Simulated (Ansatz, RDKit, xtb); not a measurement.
# Si4H9OF: which of the isomers drawn lies lowest?, part 2 of 2

Which of a sample of isomers of Si4H9OF is the most stable in the gas at 298.15 K, and what are its properties? The sample is small against all isomers, and the most stable one of this formula need not be in it.

xtb, Ansatz and PySCF; isolated molecules. The steps go on from the part before.

**9. The final energy**

Each finalist gets a single point at CCSD(T)/def2-SVP + MP2/def2-TZVPP - MP2/def2-SVP.

c606c, CCSD(T)/def2-SVP:

The input, input.yaml:

```yaml
crystal:
  periodic: [false, false, false]
  atoms:
    - symbol: F
      position_ang: [1.338089, -0.999872, -0.634639]
    - symbol: O
      position_ang: [-1.295473, -1.046192, -1.180661]
    - symbol: Si
      position_ang: [-0.081853, -1.754249, -0.286950]
    - symbol: Si
      position_ang: [-2.282421, 0.316741, -1.160302]
    - symbol: Si
      position_ang: [-0.419566, -1.361308, 2.007895]
    - symbol: Si
      position_ang: [0.311935, 0.844905, 2.378821]
    - symbol: H
      position_ang: [0.046452, -3.171869, -0.753059]
    - symbol: H
      position_ang: [-3.416894, 0.072060, -2.109179]
    - symbol: H
      position_ang: [-2.819719, 0.534622, 0.229585]
    - symbol: H
      position_ang: [-1.506013, 1.529712, -1.587334]
    - symbol: H
      position_ang: [-1.874518, -1.521856, 2.364705]
    - symbol: H
      position_ang: [0.393560, -2.321756, 2.836993]
    - symbol: H
      position_ang: [1.807492, 0.900508, 2.235671]
    - symbol: H
      position_ang: [-0.074829, 1.335682, 3.748192]
    - symbol: H
      position_ang: [-0.306890, 1.752340, 1.348568]
basis:
  gaussian:
    orbitals: def2-SVP
correlation:
  method: ccsd_t
  frozen_orbitals: {O: 1, Si: 5, H: 0, F: 1}
```

Started as:

```bash
$ ansatz run input.yaml --threads 4 --pin off --max-ram 7830MiB --events-out events.jsonl --progress --plain --runs-dir runs
```

Output, cut to the lines that bear on the results:

```text
Warning: RAYON_NUM_THREADS=4 ignored (pool sized by the plan → 4); use --threads N
Functional definition: HF
  name "HF"
[...]
1384 factors; integrals over basis functions are off by at most 1.2e-3 eV
[...]
mean field -36324.53874286 eV, -1334.9021771435 hartree, gradient 1.4e-6 eV, S^2 0.000000; 0 other end points of the search recorded, 0 dependent functions left out
22 core orbitals not correlated: weight in the atoms' cores, before any rotation towards them, 1.000 or more for the frozen orbitals, at most 0.000 for the correlated occupied ones
reference -36324.53874286 eV, -1334.9021771435 hartree; 19, 19 occupied and 104, 104 virtual orbitals, 1384 factors
second order -20.81867764 eV of doubles, -0.00000000 eV of singles
cycle   1  -22.13272994 eV  change    -1.3e0 eV  update   1.2e-1
[...]
cycle   9  -23.00354684 eV  change   -2.3e-5 eV  update   1.7e-5
perturbative correction -0.52932350 eV, -0.0194522798 hartree
Total energy: -36348.07161320 eV, -1335.7669941774 hartree
```

It took 20 s on 4 threads of Arm Neoverse V1, shared host; peak memory 1 GiB.

**10. c606c at MP2/def2-TZVPP**

The input, input.yaml:

```yaml
crystal:
  periodic: [false, false, false]
  atoms:
    - {symbol: F, position_ang: [1.338089, -0.999872, -0.634639]}
    - {symbol: O, position_ang: [-1.295473, -1.046192, -1.180661]}
    - {symbol: Si, position_ang: [-0.081853, -1.754249, -0.286950]}
    - {symbol: Si, position_ang: [-2.282421, 0.316741, -1.160302]}
    - {symbol: Si, position_ang: [-0.419566, -1.361308, 2.007895]}
    - {symbol: Si, position_ang: [0.311935, 0.844905, 2.378821]}
    - {symbol: H, position_ang: [0.046452, -3.171869, -0.753059]}
    - {symbol: H, position_ang: [-3.416894, 0.072060, -2.109179]}
    - {symbol: H, position_ang: [-2.819719, 0.534622, 0.229585]}
    - {symbol: H, position_ang: [-1.506013, 1.529712, -1.587334]}
    - {symbol: H, position_ang: [-1.874518, -1.521856, 2.364705]}
    - {symbol: H, position_ang: [0.393560, -2.321756, 2.836993]}
    - {symbol: H, position_ang: [1.807492, 0.900508, 2.235671]}
    - {symbol: H, position_ang: [-0.074829, 1.335682, 3.748192]}
    - {symbol: H, position_ang: [-0.306890, 1.752340, 1.348568]}
basis:
  gaussian: {orbitals: def2-TZVPP}
correlation: {method: mp2, frozen_orbitals: {O: 1, Si: 5, H: 0, F: 1}}
```

Started as:

```bash
$ ansatz run input.yaml --threads 4 --pin off --max-ram 7830MiB --events-out events.jsonl --progress --plain --runs-dir runs
```

Output:

```text
Warning: RAYON_NUM_THREADS=4 ignored (pool sized by the plan → 4); use --threads N
[... 2 set-up lines as earlier in the session ...]
  exchange = exact_x
  correlation = 0
2057 factors; integrals over basis functions are off by at most 1.2e-3 eV
mean field evaluation 1: about -36336.6608 eV, gradient 4.6e1 eV
mean field evaluation 2: about -36337.0437 eV, gradient 4.6e1 eV
mean field evaluation 4: about -36342.0369 eV, gradient 4.5e0 eV
mean field evaluation 8: about -36342.1539 eV, gradient 4.3e-1 eV
mean field evaluation 16: about -36342.1547 eV, gradient 1.7e-6 eV
mean field -36342.15466226 eV, -1335.5495502409 hartree, gradient 1.7e-6 eV, S^2 0.000000; 0 other end points of the search recorded, 0 dependent functions left out
22 core orbitals not correlated: weight in the atoms' cores, before any rotation towards them, 1.000 or more for the frozen orbitals, at most 0.000 for the correlated occupied ones
reference -36342.15466226 eV, -1335.5495502409 hartree; 19, 19 occupied and 315, 315 virtual orbitals, 2057 factors
second order -26.74041538 eV of doubles, -0.00000000 eV of singles
Total energy: -36368.89507764 eV, -1336.5322423806 hartree
```

It took 10 s on 4 threads of Arm Neoverse V1, shared host; peak memory 1.2 GiB.

**11. c012b at CCSD(T)/def2-SVP**

The input, input.yaml:

```yaml
crystal:
  periodic: [false, false, false]
  atoms:
    - {symbol: F, position_ang: [2.332819, 0.966076, -0.447988]}
    - {symbol: O, position_ang: [1.067426, -1.380181, -0.653463]}
    - {symbol: Si, position_ang: [2.496355, -0.653400, -0.230804]}
    - {symbol: Si, position_ang: [-0.583809, -1.060110, -0.389277]}
    - {symbol: Si, position_ang: [-1.008468, 1.256187, -0.549773]}
    - {symbol: Si, position_ang: [-1.184423, -1.857525, 1.747185]}
    - {symbol: H, position_ang: [2.806089, -0.869425, 1.218597]}
    - {symbol: H, position_ang: [3.567298, -1.149168, -1.145499]}
    - {symbol: H, position_ang: [-1.344599, -1.805192, -1.453351]}
    - {symbol: H, position_ang: [-0.464825, 1.820377, -1.832912]}
    - {symbol: H, position_ang: [-0.398057, 1.975507, 0.620998]}
    - {symbol: H, position_ang: [-2.501442, 1.462915, -0.514311]}
    - {symbol: H, position_ang: [-2.648115, -1.601418, 1.995156]}
    - {symbol: H, position_ang: [-0.384333, -1.125862, 2.793086]}
    - {symbol: H, position_ang: [-0.913837, -3.332565, 1.880534]}
basis:
  gaussian:
    orbitals: def2-SVP
correlation:
  method: ccsd_t
  frozen_orbitals: {O: 1, Si: 5, H: 0, F: 1}
```

Started as:

```bash
$ ansatz run input.yaml --threads 4 --pin off --max-ram 7830MiB --events-out events.jsonl --progress --plain --runs-dir runs
```

Output, cut to the lines that bear on the results:

```text
Warning: RAYON_NUM_THREADS=4 ignored (pool sized by the plan → 4); use --threads N
[... 2 set-up lines as earlier in the session ...]
[...]
1386 factors; integrals over basis functions are off by at most 1.3e-3 eV
[...]
mean field -36324.51501832 eV, -1334.9013052828 hartree, gradient 1.3e-6 eV, S^2 0.000000; 0 other end points of the search recorded, 0 dependent functions left out
22 core orbitals not correlated: weight in the atoms' cores, before any rotation towards them, 1.000 or more for the frozen orbitals, at most 0.000 for the correlated occupied ones
reference -36324.51501832 eV, -1334.9013052828 hartree; 19, 19 occupied and 104, 104 virtual orbitals, 1386 factors
second order -20.81912568 eV of doubles, -0.00000000 eV of singles
cycle   1  -22.13236099 eV  change    -1.3e0 eV  update   1.2e-1
[...]
cycle   9  -23.00634909 eV  change   -2.5e-5 eV  update   1.6e-5
perturbative correction -0.53024968 eV, -0.0194863164 hartree
Total energy: -36348.05161710 eV, -1335.7662593340 hartree
```

Wall time 20 s (4 threads of Arm Neoverse V1, shared host); peak memory 1 GiB.

**12. Free energies and the winner**

Energies in kcal/mol from c606c; G adds the thermal terms to the CCSD(T)/def2-SVP + MP2/def2-TZVPP - MP2/def2-SVP energy. The columns left of the relaxed level are at the tight-binding geometries.

```csv
label,SMILES,spin,GFN2-xTB,HF/STO-3G,r2SCAN-D4/def2-SVP,PBE-D3(BJ)/def2-SVP,HF/def2-SVP,MP2/def2-SVP,CCSD(T)/def2-SVP + MP2/def2-TZVPP - MP2/def2-SVP,G,share at equilibrium,T1
c606c,F[Si@H](O[SiH3])[SiH2][SiH3],singlet,0.0,0.0,0.0,0.0,0.0,0.0,0.0,0.0,79.6 %,0.013
c012b,F[SiH2]O[SiH]([SiH3])[SiH3],singlet,0.5,-0.1,0.4,0.5,0.5,0.5,0.7,0.8,20.4 %,0.013
c872c,F[SiH2][SiH2][SiH2]O[SiH3],singlet,0.3,6.2,10.0,8.4,6.0,7.6,7.6,7.6,< 0.1 %,0.013
c511b,F[SiH2][Si@@H]([SiH3])O[SiH3],singlet,-1.3,10.1,13.6,10.2,9.8,11.0,10.3,9.7,< 0.1 %,0.013
c149d,F[Si@H]([SiH3])[SiH2]O[SiH3],singlet,-0.7,10.0,13.3,10.7,9.7,11.6,10.3,10.2,< 0.1 %,0.013
```

Lowest found: c606c, `F[Si@H](O[SiH3])[SiH2][SiH3]`, a singlet. Bond lengths: F1–Si3 1.645 Å, O2–Si3 1.665 Å, O2–Si4 1.683 Å, Si3–Si5 2.353 Å, Si5–Si6 2.354 Å, Si3–H7 1.498 Å, Si4–H8 1.499 Å, Si4–H9 1.506 Å, Si4–H10 1.502 Å, Si5–H11 1.507 Å, Si5–H12 1.507 Å, Si6–H13 1.503 Å, Si6–H14 1.505 Å, Si6–H15 1.506 Å. Some angles: F1–Si3–O2 108.7°, F1–Si3–Si5 104.7°, O2–Si3–Si5 110.4°, Si3–O2–Si4 139.9°, Si3–Si5–Si6 105.4°, F1–Si3–H7 107.1°, O2–Si3–H7 107.3°, Si5–Si3–H7 118.3°, O2–Si4–H8 107.7°, O2–Si4–H9 109.7°.

```xyz
15

F     1.3381   -0.9999   -0.6346
O    -1.2955   -1.0462   -1.1807
Si   -0.0819   -1.7542   -0.2869
Si   -2.2824    0.3167   -1.1603
Si   -0.4196   -1.3613    2.0079
Si    0.3119    0.8449    2.3788
H     0.0465   -3.1719   -0.7531
H    -3.4169    0.0721   -2.1092
H    -2.8197    0.5346    0.2296
H    -1.5060    1.5297   -1.5873
H    -1.8745   -1.5219    2.3647
H     0.3936   -2.3218    2.8370
H     1.8075    0.9005    2.2357
H    -0.0748    1.3357    3.7482
H    -0.3069    1.7523    1.3486
```

**13. What came out**

What follows sums up all 2 parts.

```
                                 quantity                                                                     value
                   lowest structure found                                     F[Si@H](O[SiH3])[SiH2][SiH3], singlet
                            next finalist            F[SiH2]O[SiH]([SiH3])[SiH3], singlet, 0.8 kcal/mol higher in G
share at equilibrium, among the finalists                                                                    79.6 %
                                   funnel  22 starts, 22 minima at GFN2-xTB, 12 screening runs, 5 relaxed, 5 ranked
                     CPU time of all runs                                                                    33 min
```

`F[Si@H](O[SiH3])[SiH2][SiH3]` comes out lowest. Its margin of 0.8 kcal/mol is inside the likely error of CCSD(T)/def2-SVP + MP2/def2-TZVPP - MP2/def2-SVP with harmonic terms (about 1.5 kcal/mol), so the order of the first two is not settled. HF/STO-3G, r2SCAN-D4/def2-SVP, PBE-D3(BJ)/def2-SVP, HF/def2-SVP and MP2/def2-SVP already put its bonding pattern lowest among the structures in one piece; GFN2-xTB favours the singlet F[SiH2][Si@@H]([SiH3])O[SiH3]. The largest share of the time went into the relaxations (62 %). 10 minima inside the window were never screened. Lowest found is not proven lowest: the search is finite, and each finalist counts with one conformer. Only 6 drawn patterns were tried, so whole families of isomers are missing, and the result ranks this sample alone.
